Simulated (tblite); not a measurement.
# C7H16N2: the cost of one run

Computed with tblite 0.8.0 and PySCF 2.14.0, with density-fitted response routines of our own, on a single molecule in the gas phase. Atoms count from 0, in the outputs and in this text.

## 1. The molecule as given

25 atoms, charge 0, multiplicity 1; geometry from: force field or distance geometry start.

Bonds of the start (Å): C0–C1 1.51, C1–C2 1.53, C2–C3 1.52, C2–C4 1.50, C4–C5 1.51, C4–N6 1.29, N6–N7 1.41, N7–C8 1.45, C0–H9 1.08, C0–H10 1.11, C0–H11 1.13, C1–H12 1.12, C1–H13 1.10, C2–H14 1.11, C3–H15 1.12, C3–H16 1.10, C3–H17 1.11, C5–H18 1.10, C5–H19 1.11, C5–H20 1.10, N7–H21 1.06, C8–H22 1.12, C8–H23 1.13, C8–H24 1.10.

## 2. Geometry optimisation with GFN2-xTB

Job settings and geometry (Å):

```
{"job": {"kind": "relax", "xc": "GFN2-xTB", "basis": "xTB"}, "charge": 0, "multiplicity": 1}
C      1.627800     1.694400    -0.076300
C      2.058800     0.291000    -0.414900
C      1.229000    -0.625900     0.485700
C      1.628400    -2.061700     0.180700
C     -0.234400    -0.452700     0.227400
C     -0.734100    -0.741000    -1.170500
N     -1.069600    -0.065000     1.126300
N     -2.444000     0.087300     0.840500
C     -3.002900     1.392700     0.562700
H      2.212500     2.437400    -0.604000
H      1.742400     1.803800     1.018900
H      0.530400     1.762400    -0.322700
H      3.125200     0.217800    -0.087900
H      1.890000     0.041100    -1.470100
H      1.483800    -0.437300     1.545300
H      0.747800    -2.727500     0.339400
H      2.491600    -2.310100     0.821800
H      1.960500    -2.121700    -0.878900
H     -1.757500    -1.137100    -1.045400
H     -0.119000    -1.523300    -1.653000
H     -0.778100     0.194500    -1.755700
H     -3.077600    -0.763100     0.818300
H     -2.747000     2.072800     1.418200
H     -4.124500     1.236300     0.519800
H     -2.650400     1.759400    -0.416400
```

On the command line:

```bash
$ OMP_NUM_THREADS=1 python probes_run.py task.json out
```

The driver reads the jobs from task.json and runs them one after another.

**Question.** How long does this first job take on 1 thread of Arm Neoverse V2, shared host?

About 1.2 s.
